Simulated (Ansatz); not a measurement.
Co₃Ir, space group Pm-3m: an equation of state with a fit, run with Ansatz's Python interface.

The script, `eos_co3ir.py`:
```python
import warnings

import ansatz as az
from ase.eos import EquationOfState
from ase.units import GPa
import numpy as np

VECTORS = np.array([
    [3.582561, 0.0, 0.0],
    [0.0, 3.582561, 0.0],
    [0.0, 0.0, 3.582561],
])
SITES = [
    ("Co", [0.0, 0.5, 0.5], 2.5),
    ("Co", [0.5, 0.0, 0.5], 2.5),
    ("Co", [0.5, 0.5, 0.0], 2.5),
    ("Ir", [0.0, 0.0, 0.0], 0.0),
]


def build(cell):
    crystal = az.Crystal(lattice=az.Lattice.of(cell))
    for symbol, position, moment in SITES:
        crystal = crystal.atom(symbol, position, moment=moment or None)
    return crystal


def main() -> None:
    warnings.simplefilter("ignore", az.DeckWarning)

    volumes, energies = [], []
    for scale in np.linspace(0.92, 1.08, 7):
        cell = VECTORS * scale ** (1 / 3)
        model = (
            build(cell).calculation()
            .functional("r2scan")
            .basis(20 * az.Ha)
            .occupations("fermi_dirac", width=0.1)
            .spin(az.SpinTreatment.COLLINEAR)
            .kpoints(7, 7, 7)
        )
        rep = model.run(threads=1).report
        volumes.append(abs(np.linalg.det(cell)) / len(SITES))
        energies.append(rep["free_energy_ev"] / len(SITES))
        print(f"V = {volumes[-1]:8.4f} A^3/atom  F = {energies[-1]:.5f} eV/atom")

    eos = EquationOfState(volumes, energies, eos="murnaghan")
    v0, e0, bulk = eos.fit()
    print(f"V0 = {v0:.4f} A^3/atom, E0 = {e0:.5f} eV/atom, B = {bulk / GPa:.1f} GPa")


if __name__ == "__main__":
    main()
```

From its runs, with one value withheld:

| V (Å³/atom) | F less the lowest row shown (meV/atom) |
| --- | --- |
| 10.576 | 147.76 |
| 10.882 | 87.86 |
| 11.189 | 44.76 |
| 11.495 | 16.78 |
| 11.802 | 2.42 |
| 12.108 | 0.00 |
| 12.415 | ? |

What is the missing energy at 12.415 Å³ an atom?

A third-order Birch-Murnaghan fit, E = E0 + (9 V0 B0 / 16) [(t - 1)³ B' + (t - 1)² (6 - 4t)] with t = (V0/V)^(2/3), through the 6 rows shown gives V0 = 12.018 Å³, B0 = 229.1 GPa, B' = 3.31 and E0 = -0.47 meV. At V = 12.415 Å³, t = 0.97854, and the fit extrapolates to 8.50 meV. The run gave 7.98 meV, a miss of 0.52 meV.

What to keep in mind:
- The magnetic order follows from the starting moments and needn't be the lowest.
- The mesh is modest for a metal, so energies can be off by several to tens of meV an atom and pressures by half a GPa or more; differences at equal mesh fare better.
- Spin-orbit coupling, which matters for elements this heavy, is left out.
- r2SCAN tends to overestimate the moments of itinerant magnets.
- This cell is a computed structure, which may not be the phase found in nature.
- Hardware and time: 7.3 min on 1 thread of Arm Neoverse N1 (shared host), peak memory 0.63 GiB.
